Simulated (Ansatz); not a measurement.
# B2H5NOSi: a ladder of functionals and wavefunction methods

The task here is to estimate one member of a computed series from the others.

Method: functionals in def2-TZVPP, the program's frozen cores in correlated methods; program: Ansatz 0.2.0, Gaussian basis.

The runs, in order: LDA (SPW92), PBE-D4, revPBE-D4, BLYP-D4, r2SCAN-D4, B97M-V, PBE0-D4, B3LYP-D4, r2SCANh-D4, r2SCAN0-D4, HSE06-D4, BHLYP-D4, CAM-B3LYP-D4, LC-ωPBE, ωB97X-V, ωB97M-V, B2PLYP, PBE-QIDH; CCSD(T)/def2-SVP; CCSD(T)/def2-TZVPP; MP2/def2-QZVPP; extrapolation to the limit; RPA on PBE.

## The geometry

An earlier PBE0-D4 in a triple-zeta def2 set relaxation fixed the geometry.

SMILES `BB1N[SiH2]O1`, 10 atoms, charge 0, spin multiplicity 1.

Atoms are counted from 1 here; the program's logs count them from 0.

Bond lengths: B1–B2 1.683 Å, B1–H6 1.198 Å, B1–H7 1.198 Å, B2–N3 1.436 Å, B2–O5 1.416 Å, N3–Si4 1.724 Å, N3–H8 1.001 Å, Si4–O5 1.673 Å, Si4–H9 1.483 Å, Si4–H10 1.483 Å. Angles: B2–B1–H6 121.9°, B2–B1–H7 121.9°, H6–B1–H7 116.3°, B1–B2–N3 132.2°, B1–B2–O5 124.2°, N3–B2–O5 103.6°, B2–N3–Si4 85.6°, B2–N3–H8 132.6°, Si4–N3–H8 141.9°, N3–Si4–O5 82.6°, N3–Si4–H9 117.2°, N3–Si4–H10 117.2°, O5–Si4–H9 114.2°, O5–Si4–H10 114.2°, H9–Si4–H10 109.5°, B2–O5–Si4 88.2°.

Set-up of the first run:

The input, in.yaml:

```yaml
crystal:
  periodic: [false, false, false]
  atoms:
    - {symbol: B, position_ang: [-1.027072, 0.944858, -1.602663]}
    - {symbol: B, position_ang: [-0.135404, 0.234964, -0.364888]}
    - {symbol: N, position_ang: [-0.501952, -0.659672, 0.697455]}
    - {symbol: Si, position_ang: [1.159627, -0.586149, 1.153046]}
    - {symbol: O, position_ang: [1.252158, 0.435511, -0.168308]}
    - {symbol: H, position_ang: [-1.565060, 2.006440, -1.466339]}
    - {symbol: H, position_ang: [-1.160619, 0.416041, -2.669208]}
    - {symbol: H, position_ang: [-1.372566, -1.076867, 0.960710]}
    - {symbol: H, position_ang: [1.478704, 0.064136, 2.447592]}
    - {symbol: H, position_ang: [1.955282, -1.830563, 1.015504]}
basis:
  gaussian: {orbitals: def2-TZVPP}
hamiltonian: {xc: lda}
output: {orbitals: {seedname: orbitals}}
```

Run with:

```console
> ansatz run in.yaml --threads 2 --pin off --events-out ev --progress --plain --max-ram 4352MiB
```

Steps of the session up to this table: LDA; PBE-D4 (GGA); revPBE-D4 (GGA); BLYP-D4 (GGA); r2SCAN-D4 (meta-GGA); B97M-V (meta-GGA); PBE0-D4 (hybrid); B3LYP-D4 (hybrid); r2SCANh-D4 (hybrid); r2SCAN0-D4 (hybrid); HSE06-D4 (hybrid); BHLYP-D4 (hybrid); CAM-B3LYP-D4 (range-separated); LC-ωPBE (range-separated); ωB97X-V (range-separated); ωB97M-V (range-separated); B2PLYP (double hybrid); PBE-QIDH (double hybrid).

One of the session's tables, all rows but one given; the rest of the session is left out.

It belongs to the step «Orbital energies across the functionals». 

```
  functional  HOMO (eV)  LUMO (eV)  gap (eV)
 LDA (SPW92)      -6.81      -3.35      3.46
      PBE-D4      -6.62      -3.03      3.59
   revPBE-D4      -6.55      -2.90      3.65
     BLYP-D4      -6.47      -2.86      3.61
   r2SCAN-D4      -6.91      -2.63      4.28
      B97M-V          ?          ?         ?
     PBE0-D4      -8.02      -1.99      6.03
    B3LYP-D4      -7.75      -2.20      5.55
  r2SCANh-D4      -7.43      -2.28      5.16
  r2SCAN0-D4      -8.23      -1.76      6.47
    HSE06-D4      -7.61      -2.37      5.24
    BHLYP-D4      -9.30      -0.92      8.38
CAM-B3LYP-D4      -9.42      -0.88      8.54
     LC-ωPBE     -10.85       0.37     11.22
     ωB97X-V     -10.46       0.24     10.69
     ωB97M-V     -10.38      -0.07     10.31
```

Estimate the missing values for B97M-V.

**Answer.** HOMO (eV): -7.00; LUMO (eV): -2.78; gap (eV): 4.22. In the column «HOMO (eV)» it lies between r2SCANh-D4 (-7.43) and r2SCAN-D4 (-6.91).
